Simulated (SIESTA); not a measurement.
Nb3Au:

```xyz
4
Lattice="1.7391 -2.2060 0.0000 1.7391 2.2060 0.0000 0.0000 0.0000 9.3525" Properties=species:S:1:pos:R:3 pbc="T T T"
Au    0.0000    0.0000    0.0000
Nb    1.7391    0.0000    2.3204
Nb    0.0000    0.0000    4.6762
Nb    1.7391    0.0000    7.0321
```

The cell comes from a database or a generator and needn't be the stable form of this composition.

| Quantity | Value |
| --- | --- |
| Program | SIESTA 5.4.2 |
| Task | single point |
| Functional | PBEsol |
| Potentials or basis | PseudoDojo 0.4 standard (PBEsol files) |
| Basis | DZP (energy shift 0.003 Ry; two zetas on semicore shells) |
| Grid cutoff | 800 Ry |
| Energy shift | 0.003 Ry |
| k mesh | 10 × 10 × 3 |
| Occupations | fermi-dirac, width 0.05 eV |
| Spin | no spin polarisation |

On this cell: pressure -5.3 GPa; largest force 0.050 eV/Å; band gap on the k mesh none (metal or under the smearing width).

The same run follows on a disturbed copy (atoms moved at random, drawn with an rms of 0.05 Å):

```
Au Nb
1.0
     1.73914   -2.20603    0.00000
     1.73914    2.20603    0.00000
     0.00000    0.00000    9.35246
Au Nb
1 3
Direct
  0.99430 0.00698 0.99844
  0.50753 0.48337 0.25140
  0.99833 0.99670 0.49840
  0.49565 0.49638 0.75925
```

Problem. What does the disturbed cell give?

Solution. The energy (extrapolated to zero smearing) moves by +12.0 meV/atom; pressure -4.9 GPa; largest force 0.803 eV/Å; band gap on the k mesh none (metal or under the smearing width).

Forces on the atoms (eV/Å):
```
Au  -0.079 -0.042  0.549
Nb   0.050  0.122 -0.333
Nb  -0.028 -0.084  0.585
Nb   0.058  0.005 -0.801
```

Stress tensor (GPa, compression positive):
```
-4.55 -0.01 -0.07
-0.01 -4.63 -0.38
-0.07 -0.38 -5.48
```

Caveats: short orbitals over semicore shells can move pressures by several GPa; the basis of atomic orbitals isn't converged, which shifts pressures, moduli and gaps.
